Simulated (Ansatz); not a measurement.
# TaF3: the cost of one run

Program: Ansatz 0.2.0. Level of theory: DFT r²SCAN+U (U_eff = 2.5 eV on Ta d, around-mean-field double counting), plane waves, PAW, no spin–orbit coupling unless a run says so. These are calculated values, not measurements.

## 1. The system as given

The structure is cubic, space group Pm-3m (No. 221). The conventional cell has a = 3.901 Å, b = 3.901 Å, c = 3.901 Å, α = 90.00°, β = 90.00°, γ = 90.00°. Ta (site symmetry m-3m) has 6 F at 1.95 Å in its first shell of neighbours. Around F (site symmetry 4/mmm) lie 2 Ta at 1.95 Å.

Structure file:

```
CELL_PARAMETERS angstrom
3.90120 0.00000 0.00000
0.00000 3.90120 0.00000
0.00000 0.00000 7.80240
ATOMIC_POSITIONS crystal
Ta 0.00000 0.00000 0.00000
F 0.50000 0.00000 0.00000
F 0.00000 0.50000 0.00000
F 0.00000 0.00000 0.25000
Ta 0.00000 0.00000 0.50000
F 0.50000 0.00000 0.50000
F 0.00000 0.50000 0.50000
F 0.00000 0.00000 0.75000
```

Magnetic order typed: antiferromagnetic, doubled cell 0 0 1/2.

## 2. From atoms, symmetry kept, no search

The input, input.yaml:

```yaml
crystal:
  lattice:
    - [3.90120059, 0.0, 0.0]
    - [0.0, 3.90120059, 0.0]
    - [0.0, 0.0, 7.80240118]
  atoms:
    - { symbol: Ta, position: [0.0, 0.0, 0.0], spin: 2.0 }
    - { symbol: F, position: [0.5, 0.0, 0.0] }
    - { symbol: F, position: [0.0, 0.5, 0.0] }
    - { symbol: F, position: [0.0, 0.0, 0.25] }
    - { symbol: Ta, position: [0.0, 0.0, 0.5], spin: -2.0 }
    - { symbol: F, position: [0.5, 0.0, 0.5] }
    - { symbol: F, position: [0.0, 0.5, 0.5] }
    - { symbol: F, position: [0.0, 0.0, 0.75] }
basis:
  ecutwfc: 500
  ecutrho_ratio: 4
kpoints:
  mp_grid: { grid: [5, 5, 3] }
hamiltonian:
  xc: r2scan
  hubbard:
    sites: [{ site: 0, l: d, u_eff: 2.5 }, { site: 4, l: d, u_eff: 2.5 }]
    double_counting: amf
scf:
  occupations: { method: gaussian, width: 0.05 }
  lower_state_search: "off"
  max_iter: 150
output:
  forces: true
  stress: true
  eigenvalues: true
  populations: true
  hubbard: { sites: [{ site: 0, l: d }, { site: 4, l: d }] }
magnetization:
  spin_polarized: true
```

Run with:

```console
ansatz run input.yaml --threads 8 --pin off --max-ram 12288MiB --backend cpu --events-out ev --progress --plain --runs-dir out
```

Q: Estimate wall time and peak memory on 8 threads of Arm Neoverse V2, shared host.

About 4.8 s, with a peak of 0.87 GiB.
